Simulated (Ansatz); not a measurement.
**Ni: pulling the crystal apart**

The task, for Ni: open the crystal across a (0 1 1) plane.

Computed with Ansatz 0.2.0 (DFT PBEsol, scalar-relativistic, plane waves, PAW, unless a step's input says otherwise).

2 further runs of the same task are left out: 2 set aside as unsound or not needed.

## 1. The structure to begin with

Symmetry: Im-3m, No. 229, cubic system. The conventional cell has a = 2.755 Å, b = 2.755 Å, c = 2.755 Å, α = 90.00°, β = 90.00°, γ = 90.00°. Ni (site symmetry m-3m) has 8 Ni at 2.39 Å in its first shell of neighbours.

Coordinates:

```cif
data_structure
_symmetry_space_group_name_H-M 'P 1'
_symmetry_Int_Tables_number 1
_cell_length_a 2.3860
_cell_length_b 2.3860
_cell_length_c 11.6888
_cell_angle_alpha 90.000
_cell_angle_beta 90.000
_cell_angle_gamma 109.471
_cell_volume 62.74
loop_
_atom_site_label
_atom_site_type_symbol
_atom_site_fract_x
_atom_site_fract_y
_atom_site_fract_z
_atom_site_occupancy
Ni1 Ni 0.00000 0.00000 0.00000 1
Ni2 Ni 0.50000 0.50000 0.16667 1
Ni3 Ni 0.00000 0.00000 0.33333 1
Ni4 Ni 0.50000 0.50000 0.50000 1
Ni5 Ni 0.00000 0.00000 0.66667 1
Ni6 Ni 0.50000 0.50000 0.83333 1
```

It goes back to an entry of the Materials Project, which need not be the stable form.

It is built from the cell relaxed beforehand with the same method (10.46 Å³/atom).

## 2. Zero of the scan

input.yaml reads:

```yaml
crystal:
  lattice:
    - [-1.3775377873, 1.3775377873, -1.3775377873]
    - [-1.3775377873, -1.3775377873, 1.3775377873]
    - [0.0, 8.2652267241, 8.2652267241]
  atoms:
    - { symbol: Ni, position: [0.0, 0.0, 0.0], spin: 0.6 }
    - { symbol: Ni, position: [0.5, 0.5, 0.1666666667], spin: 0.6 }
    - { symbol: Ni, position: [0.0, 0.0, 0.3333333333], spin: 0.6 }
    - { symbol: Ni, position: [0.5, 0.5, 0.5], spin: 0.6 }
    - { symbol: Ni, position: [0.0, 0.0, 0.6666666667], spin: 0.6 }
    - { symbol: Ni, position: [0.5, 0.5, 0.8333333333], spin: 0.6 }
basis:
  ecutwfc: 420
kpoints:
  mp_grid: { grid: [26, 26, 5] }
hamiltonian:
  xc: pbesol
scf:
  occupations: { method: gaussian, width: 0.15 }
output:
  forces: true
  stress: true
  eigenvalues: true
  populations: true
  write_density: true
  write_potential: true
  elf: true
  volumetric_format: npy
magnetization:
  spin_polarized: true
```

Started as:

```console
> ansatz run input.yaml --threads 2 --pin off --max-ram 5120MiB --backend cpu --events-out ev --progress --plain --runs-dir out
```

The log of the run, shortened:

```text
Warning: RAYON_NUM_THREADS=2 ignored (pool sized by the plan → 2); use --threads N
[...]
Pseudopotentials: kind: paw
Pseudopotential: Ni, paw, valence charge 18, recommended cutoff 420 eV (normal), Ni.paw.azcp
Functional definition: PBEsol
[...]
Crystal: 6 atoms, lattice volume = 62.737 Å³
Basis set: ecut = 420 eV, 1185 PW (Γ), exchange–correlation on 32×32×160 points (8 copies of the dense FFT grid, shifted against one another)
Bands: 67, of which v1, the nominal top of the filled ones, is band 54 counted from 1 (53 counted from 0)
Symmetry: 48 space group operations
Space group: Im-3m (ITA 229), of the structure as read, at distance tolerance 4.0e-5 Å
Magnetic group: BNS 229.140 (UNI 1642), of the structure as read, at distance tolerance 4.0e-5 Å
k-points: 549 of 3380
[...]
Starting moments: Σ|m| = 3.6 μB on 6 of 6 sites
[...]
SCF iter   1: F=—  HF=-34824.162645 eV  |F-HF|=—  |Δ(HF+E_count)|=         —  Δρ=7.74e-2 (↑2.81e-2 ↓7.74e-2)  dr2=4.14e0  dr2_m=3.75e-1  M=4.008 μB ∫|m|=4.140 μB  β_m=0.30  ethr=3.10e-3  ⟨swp⟩=4.8  Hψ=219573  notcnv=0  defer=1274
[...]
spin=Collinear: Kerker preconditioning applied to the charge; magnetization (m = ρ↑ − ρ↓) channel mixes plain (no charge-response kernel on spin).
[...]
SCF iter  11: F=-34829.255760 eV  HF=-34829.255760 eV  |F-HF|=6.55e-11  |Δ(HF+E_count)|=   3.46e-9  Δρ=7.45e-7 (↑1.78e-7 ↓7.45e-7)  dr2=1.77e-10  dr2_m=9.89e-11  M=3.159 μB ∫|m|=3.477 μB  ethr=2.06e-11  ⟨swp⟩=11.0  Hψ=500905  notcnv=0
[...]
SCF converged after 11 iterations
Magnetization: 3.1588 μB (55.5794 up, 52.4206 down)
Absolute magnetization: 3.4809 μB (∫|ρ↑−ρ↓|, with the PAW one-centre terms)
Spin contamination: 0.0246 ħ² per cell (⟨S²⟩ above its minimum at these occupations)
Per-site moments (μB) at R_I (Å): [(0.5513852258154798, 0.9842107427417139), (0.5513852258154797, 0.9842107427417139), (0.5513852258154794, 0.9842107427417139), (0.5513852258154798, 0.9842107427417139), (0.5513852258154797, 0.9842107427417139), (0.5513852258154794, 0.9842107427417139)]
Free energy (F): -34829.255760 eV
[...]
E sigma→0 (E₀):  -34829.200000 eV
Entropy (-TS):   -0.111519 eV (-18.586 meV/atom)
Fermi energy:    18.772680 eV
[...]
--- Forces (eV/Å), atoms counted from 1 ---
  atom   1  Ni    -0.00000000     0.00000000     0.00000000
  atom   2  Ni     0.00000000     0.00000000     0.00000000
  atom   3  Ni    -0.00000000     0.00000000     0.00000000
  atom   4  Ni    -0.00000000     0.00000000     0.00000000
  atom   5  Ni    -0.00000000     0.00000000     0.00000000
  atom   6  Ni    -0.00000000     0.00000000     0.00000000
[...]
--- Stress (GPa, compression-positive) ---
        0.212106       0.000000      -0.000000
        0.000000       0.195151      -0.007712
       -0.000000      -0.007712       0.195151
  P = ⅓ Tr σ = 0.2008 GPa (2.008 kbar)
--- Band table (eV; the first three rows and the last of 1098) ---
[...]
--- Löwdin populations: 6 sites ---
  site symbol       q [e]    m [muB]
     0     Ni     17.7750     0.5470
     1     Ni     17.7750     0.5470
     2     Ni     17.7750     0.5470
     3     Ni     17.7750     0.5470
     4     Ni     17.7750     0.5470
     5     Ni     17.7750     0.5470
  spilling = 0.012500 (of n_electrons = 108.000000)
```

It took 3.9 min on 2 threads of Arm Neoverse V1, shared host; peak memory 2.9 GiB.

Per atom:

```
atom  moment in the atom's sphere (μB)  Löwdin electrons
 Ni1                              0.55             17.77
 Ni2                              0.55             17.77
 Ni3                              0.55             17.77
 Ni4                              0.55             17.77
 Ni5                              0.55             17.77
 Ni6                              0.55             17.77
```

The Löwdin counts miss 1.35 of the 108 electrons, which the atomic orbitals do not span, so they are no charges.

Density in a lattice plane of the grid's cell (edges 2.39 and 11.69 Å, at 0.000 of the third edge), which holds Ni.

Ten even steps from '0' (0.23 e/Å³) to '9' (60.50 e/Å³):
```
000000
000000
000000
000000
000000
200000
610001
000000
000000
000000
000000
000000
610001
200000
000000
000000
000000
000000
000000
920002
```
Columns run along the first of these edges and rows up along the second, over one cell in 6 and 20 even steps from the bottom left corner. Atoms in the plane (fractional): Ni at (0.00, 0.00), Ni at (0.00, 0.33), Ni at (0.00, 0.67).

ELF in the same plane.

Values, 12 rows by 6 columns:
```
0.17 0.19 0.25 0.30 0.25 0.19
0.27 0.22 0.22 0.23 0.22 0.22
0.18 0.19 0.25 0.30 0.25 0.19
0.71 0.43 0.20 0.23 0.20 0.43
0.18 0.19 0.25 0.30 0.25 0.19
0.27 0.23 0.22 0.23 0.22 0.23
0.18 0.19 0.25 0.30 0.25 0.19
0.71 0.43 0.20 0.23 0.20 0.43
0.18 0.19 0.25 0.30 0.25 0.19
0.27 0.22 0.22 0.23 0.22 0.22
0.17 0.19 0.25 0.30 0.25 0.19
0.73 0.44 0.20 0.23 0.20 0.44
```
Columns run along the first of these edges and rows up along the second, over one cell in 6 and 12 even steps from the bottom left corner. Atoms in the plane (fractional): Ni at (0.00, 0.00), Ni at (0.00, 0.33), Ni at (0.00, 0.67).

Both are smooth fields of the valence electrons: close to the nuclei they are not physical.

Spin density (up less down) in a lattice plane of the grid's cell (edges 2.39 and 11.69 Å, at 0.000 of the third edge), which holds Ni.

Values in e/Å³, 12 rows by 6 columns:
```
 0.01  0.00 -0.01 -0.01 -0.01  0.00
-0.01 -0.01  0.00 -0.01  0.00 -0.01
 0.01  0.00 -0.01 -0.01 -0.01  0.00
 2.14  0.56  0.04 -0.01  0.04  0.56
 0.01  0.00 -0.01 -0.01 -0.01  0.00
-0.01 -0.01  0.00 -0.01  0.00 -0.01
 0.01  0.00 -0.01 -0.01 -0.01  0.00
 2.14  0.56  0.04 -0.01  0.04  0.56
 0.01  0.00 -0.01 -0.01 -0.01  0.00
-0.01 -0.01  0.00 -0.01  0.00 -0.01
 0.01  0.00 -0.01 -0.01 -0.01  0.00
 2.32  0.62  0.04 -0.01  0.04  0.62
```
Columns run along the first of these edges and rows up along the second, over one cell in 6 and 12 even steps from the bottom left corner. Atoms in the plane (fractional): Ni at (0.00, 0.00), Ni at (0.00, 0.33), Ni at (0.00, 0.67).

The cell is repeated 6 times, 6 atoms in all. Reference values: F = -34829.2558 eV; pressure 0.20 GPa; largest force 0.000 eV/Å; gap on the mesh none (metal).

## 3. Setting up pulling the crystal apart

The cut lies on the cell's a–b face, a (0 1 1) plane of area 5.37 Å², between layers 1.95 Å apart (Ni below, Ni above); the cell is 11.7 Å thick. Vector c is lengthened by d along the normal with the atoms' Cartesian places fixed: one unrelaxed cut per cell.

## 4. Point d = 1.00 Å

input.yaml reads:

```yaml
crystal:
  lattice:
    - [-1.3775377873, 1.3775377873, -1.3775377873]
    - [-1.3775377873, -1.3775377873, 1.3775377873]
    - [0.0, 8.9723335053, 8.9723335053]
  atoms:
    - { symbol: Ni, position: [0.0, 0.0, 0.8444091018], spin: 0.6 }
    - { symbol: Ni, position: [0.5, 0.5, 0.0767505064], spin: 0.6 }
    - { symbol: Ni, position: [0.0, 0.0, 0.2302822255], spin: 0.6 }
    - { symbol: Ni, position: [0.5, 0.5, 0.3838139446], spin: 0.6 }
    - { symbol: Ni, position: [0.0, 0.0, 0.5373456637], spin: 0.6 }
    - { symbol: Ni, position: [0.5, 0.5, 0.6908773828], spin: 0.6 }
basis:
  ecutwfc: 420
kpoints:
  mp_grid: { grid: [26, 26, 5] }
hamiltonian:
  xc: pbesol
scf:
  occupations: { method: gaussian, width: 0.15 }
output:
  forces: true
  stress: true
  eigenvalues: true
  populations: true
magnetization:
  spin_polarized: true
```

Started as:

```console
> ansatz run input.yaml --threads 2 --pin off --max-ram 5120MiB --backend cpu --events-out ev --progress --plain --runs-dir out
```

The log of the run, shortened:

```text
Warning: RAYON_NUM_THREADS=2 ignored (pool sized by the plan → 2); use --threads N
[...]
[... 3 set-up lines as earlier in the session ...]
[...]
Crystal: 6 atoms, lattice volume = 68.104 Å³
Basis set: ecut = 420 eV, 1297 PW (Γ), exchange–correlation on 32×32×180 points (8 copies of the dense FFT grid, shifted against one another)
Bands: 67, of which v1, the nominal top of the filled ones, is band 54 counted from 1 (53 counted from 0)
Symmetry: 8 space group operations
Space group: Cmme (ITA 67), of the structure as read, at distance tolerance 4.1e-5 Å
Magnetic group: BNS 67.501 (UNI 599), of the structure as read, at distance tolerance 4.1e-5 Å
k-points: 549 of 3380
[...]
Starting moments: Σ|m| = 3.6 μB on 6 of 6 sites
[...]
Entropy (-TS):   -0.115712 eV (-19.285 meV/atom)
Fermi energy:    16.953215 eV
[...]
--- Forces (eV/Å), atoms counted from 1 ---
  atom   1  Ni    -0.00000000     0.45618481     0.45618481
  atom   2  Ni     0.00000000    -0.45618481    -0.45618481
  atom   3  Ni    -0.00000000    -0.14888144    -0.14888144
  atom   4  Ni    -0.00000000    -0.02167425    -0.02167425
  atom   5  Ni     0.00000000     0.02167425     0.02167425
  atom   6  Ni     0.00000000     0.14888144     0.14888144
[...]
--- Stress (GPa, compression-positive) ---
       -5.772324       0.000000      -0.000000
        0.000000      -4.054463      -3.591781
       -0.000000      -3.591781      -4.054463
  P = ⅓ Tr σ = -4.6271 GPa (-46.271 kbar)
--- Band table (eV; the first three rows and the last of 1098) ---
[...]
--- Löwdin populations: 6 sites ---
  site symbol       q [e]    m [muB]
     0     Ni     17.7873     0.6573
     1     Ni     17.7873     0.6573
     2     Ni     17.7674     0.5911
     3     Ni     17.7807     0.5582
     4     Ni     17.7807     0.5582
     5     Ni     17.7674     0.5911
  spilling = 0.012308 (of n_electrons = 108.000000)
```

Wall time 5.6 min (2 threads of Arm Neoverse V1, shared host); peak memory 3.1 GiB.

By site:

```
atom  moment in the atom's sphere (μB)  Löwdin electrons
 Ni1                              0.66             17.79
 Ni2                              0.66             17.79
 Ni3                              0.59             17.77
 Ni4                              0.56             17.78
 Ni5                              0.56             17.78
 Ni6                              0.59             17.77
```

The Löwdin counts miss 1.33 of the 108 electrons, which the atomic orbitals do not span, so they are no charges.

## 5. Point d = 3.00 Å

input.yaml reads:

```yaml
crystal:
  lattice:
    - [-1.3775377873, 1.3775377873, -1.3775377873]
    - [-1.3775377873, -1.3775377873, 1.3775377873]
    - [0.0, 10.3865470677, 10.3865470677]
  atoms:
    - { symbol: Ni, position: [0.0, 0.0, 0.7294358777], spin: 0.6 }
    - { symbol: Ni, position: [0.5, 0.5, 0.0663002955], spin: 0.6 }
    - { symbol: Ni, position: [0.0, 0.0, 0.1989274119], spin: 0.6 }
    - { symbol: Ni, position: [0.5, 0.5, 0.3315545284], spin: 0.6 }
    - { symbol: Ni, position: [0.0, 0.0, 0.4641816448], spin: 0.6 }
    - { symbol: Ni, position: [0.5, 0.5, 0.5968087613], spin: 0.6 }
basis:
  ecutwfc: 420
kpoints:
  mp_grid: { grid: [26, 26, 5] }
hamiltonian:
  xc: pbesol
scf:
  occupations: { method: gaussian, width: 0.15 }
output:
  forces: true
  stress: true
  eigenvalues: true
  populations: true
magnetization:
  spin_polarized: true
```

Started as:

```console
> ansatz run input.yaml --threads 2 --pin off --max-ram 5120MiB --backend cpu --events-out ev --progress --plain --runs-dir out
```

The log of the run, shortened:

```text
Warning: RAYON_NUM_THREADS=2 ignored (pool sized by the plan → 2); use --threads N
[...]
[... 3 set-up lines as earlier in the session ...]
[...]
Crystal: 6 atoms, lattice volume = 78.838 Å³
Basis set: ecut = 420 eV, 1511 PW (Γ), exchange–correlation on 32×32×200 points (8 copies of the dense FFT grid, shifted against one another)
Bands: 67, of which v1, the nominal top of the filled ones, is band 54 counted from 1 (53 counted from 0)
[... 1 set-up line as earlier in the session ...]
Space group: Cmme (ITA 67), of the structure as read, at distance tolerance 4.3e-5 Å
Magnetic group: BNS 67.501 (UNI 599), of the structure as read, at distance tolerance 4.3e-5 Å
k-points: 549 of 3380
[...]
Starting moments: Σ|m| = 3.6 μB on 6 of 6 sites
[...]
Entropy (-TS):   -0.113810 eV (-18.968 meV/atom)
Fermi energy:    13.985518 eV
[...]
--- Forces (eV/Å), atoms counted from 1 ---
  atom   1  Ni     0.00000000    -0.12318218    -0.12318218
  atom   2  Ni     0.00000000     0.12318218     0.12318218
  atom   3  Ni     0.00000000    -0.14095359    -0.14095359
  atom   4  Ni     0.00000000    -0.03862565    -0.03862565
  atom   5  Ni     0.00000000     0.03862565     0.03862565
  atom   6  Ni     0.00000000     0.14095359     0.14095359
[...]
--- Stress (GPa, compression-positive) ---
       -5.945151       0.000000      -0.000000
        0.000000      -1.595146      -0.549295
       -0.000000      -0.549295      -1.595146
  P = ⅓ Tr σ = -3.0451 GPa (-30.451 kbar)
--- Band table (eV; the first three rows and the last of 1098) ---
[...]
--- Löwdin populations: 6 sites ---
  site symbol       q [e]    m [muB]
     0     Ni     17.7984     0.6797
     1     Ni     17.7984     0.6797
     2     Ni     17.7658     0.6084
     3     Ni     17.7808     0.5584
     4     Ni     17.7808     0.5584
     5     Ni     17.7658     0.6084
  spilling = 0.012130 (of n_electrons = 108.000000)
```

Run time: 7.5 min. Hardware: 2 threads of Arm Neoverse V1, shared host; peak memory 3.4 GiB.

## 6. Point d = 0.50 Å

input.yaml reads:

```yaml
crystal:
  lattice:
    - [-1.3775377873, 1.3775377873, -1.3775377873]
    - [-1.3775377873, -1.3775377873, 1.3775377873]
    - [0.0, 8.6187801147, 8.6187801147]
  atoms:
    - { symbol: Ni, position: [0.0, 0.0, 0.8790478439], spin: 0.6 }
    - { symbol: Ni, position: [0.5, 0.5, 0.0798989104], spin: 0.6 }
    - { symbol: Ni, position: [0.0, 0.0, 0.2397286971], spin: 0.6 }
    - { symbol: Ni, position: [0.5, 0.5, 0.3995584838], spin: 0.6 }
    - { symbol: Ni, position: [0.0, 0.0, 0.5593882705], spin: 0.6 }
    - { symbol: Ni, position: [0.5, 0.5, 0.7192180572], spin: 0.6 }
basis:
  ecutwfc: 420
kpoints:
  mp_grid: { grid: [26, 26, 5] }
hamiltonian:
  xc: pbesol
scf:
  occupations: { method: gaussian, width: 0.15 }
output:
  forces: true
  stress: true
  eigenvalues: true
  populations: true
magnetization:
  spin_polarized: true
```

Started as:

```console
> ansatz run input.yaml --threads 2 --pin off --max-ram 5120MiB --backend cpu --events-out ev --progress --plain --runs-dir out
```

The log of the run, shortened:

```text
Warning: RAYON_NUM_THREADS=2 ignored (pool sized by the plan → 2); use --threads N
[...]
[... 3 set-up lines as earlier in the session ...]
[...]
Crystal: 6 atoms, lattice volume = 65.420 Å³
Basis set: ecut = 420 eV, 1259 PW (Γ), exchange–correlation on 32×32×180 points (8 copies of the dense FFT grid, shifted against one another)
Bands: 67, of which v1, the nominal top of the filled ones, is band 54 counted from 1 (53 counted from 0)
[... 1 set-up line as earlier in the session ...]
Space group: Cmme (ITA 67), of the structure as read, at distance tolerance 4.0e-5 Å
Magnetic group: BNS 67.501 (UNI 599), of the structure as read, at distance tolerance 4.0e-5 Å
k-points: 549 of 3380
[...]
Starting moments: Σ|m| = 3.6 μB on 6 of 6 sites
[...]
Entropy (-TS):   -0.114877 eV (-19.146 meV/atom)
Fermi energy:    17.828252 eV
[...]
--- Forces (eV/Å), atoms counted from 1 ---
  atom   1  Ni     0.00000000     0.70013745     0.70013745
  atom   2  Ni    -0.00000000    -0.70013745    -0.70013745
  atom   3  Ni     0.00000000    -0.11025618    -0.11025618
  atom   4  Ni    -0.00000000    -0.01221887    -0.01221887
  atom   5  Ni     0.00000000     0.01221887     0.01221887
  atom   6  Ni    -0.00000000     0.11025618     0.11025618
[...]
--- Stress (GPa, compression-positive) ---
       -4.818494       0.000000      -0.000000
        0.000000      -4.153163      -3.860335
       -0.000000      -3.860335      -4.153163
  P = ⅓ Tr σ = -4.3749 GPa (-43.749 kbar)
--- Band table (eV; the first three rows and the last of 1098) ---
[...]
--- Löwdin populations: 6 sites ---
  site symbol       q [e]    m [muB]
     0     Ni     17.7800     0.6128
     1     Ni     17.7800     0.6128
     2     Ni     17.7704     0.5757
     3     Ni     17.7786     0.5585
     4     Ni     17.7786     0.5585
     5     Ni     17.7704     0.5757
  spilling = 0.012426 (of n_electrons = 108.000000)
```

It took 5.6 min on 2 threads of Arm Neoverse V1, shared host; peak memory 3 GiB.

## 7. The scan collected

Collected from the runs (energy zero: the undisturbed cell):

```
d (Å)  energy (J/m²)  traction (GPa)  moment (μB/cell)
 0.00           0.00            -0.2              3.16
 0.50           1.19            33.9              3.36
 1.00           2.73            25.5              3.47
 3.00           4.56             1.3              3.55
```

## 8. What came out

| quantity | value |
| --- | --- |
| energy at d = 3.00 Å | 4.56 J/m² |
| largest traction sampled | 33.9 GPa at d = 0.50 Å |

**Reading.** At the widest gap sampled, 3.00 Å, the traction is still 1.3 GPa, so 4.56 J/m² is not yet the full work of separation. The traction peaks at 33.9 GPa near 0.50 Å, an estimate of the ideal strength of rigid blocks on this coarse sampling.
